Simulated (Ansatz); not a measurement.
Predict the output of the script below (Ansatz 0.2.0, Python API).

`c2h4ge.xyz`
```text
7

C    -0.80490   -1.87300    0.13860
C    -0.35070   -0.74000    0.04790
Ge    0.41600    0.97850   -0.08760
H    -1.22390   -2.77530    0.19160
H     0.13280    1.58800   -1.47680
H    -0.11890    1.90560    1.04180
H     2.01080    0.84810    0.09870
```

The script, `cas_c2h4ge.py`:
```python
"""Static correlation in C2H4Ge: natural occupations of an active space."""

import ansatz as az

geometry = az.Crystal.molecule_from_extxyz("c2h4ge.xyz")

setup = (
    geometry.calculation()
    .basis(gaussian="def2-SVP")
    .correlation(active_electrons=6, active_orbitals=6)  # correlation on top of the mean field
)
for method in [None]:
    rep = (setup if method is None else setup.correlation(method)).run(threads=1).report
    space = rep["configurations"]
    state = space["states"][0]
    print(method or "casscf", f"total {rep['free_energy_ev'] / 27.211386246:.6f} Ha, active-space state {state['energy']['hartree']:.6f} Ha, mean field {rep['reference_energy_ev'] / 27.211386246:.6f} Ha")
    print("  determinants", state["n_determinants"], " natural occupations", [round(n, 3) for n in space["natural_occupations"]])
print("effectively unpaired electrons, sum of min(n, 2 - n):", round(sum(min(n, 2 - n) for n in space["natural_occupations"]), 3))
```

```console
$ python cas_c2h4ge.py
casscf total -2153.131485 Ha, active-space state -2153.131485 Ha, mean field -2153.029156 Ha
  determinants 400  natural occupations [1.983, 1.937, 1.937, 0.063, 0.062, 0.018]
effectively unpaired electrons, sum of min(n, 2 - n): 0.285
```

Reading the output:
- The settings weren't tested for convergence.
- The geometry is a force-field or estimated start, not a minimum of this method, and the basis set is short of its limit. The active space starts as a window about the frontier orbitals and is then optimised, not chosen by chemistry.
- It ran for 5.6 s on 1 thread of Arm Neoverse V1, on a shared host, peak memory 0.22 GiB.

(Lines on the test bed's own set-up are left out of the output.)
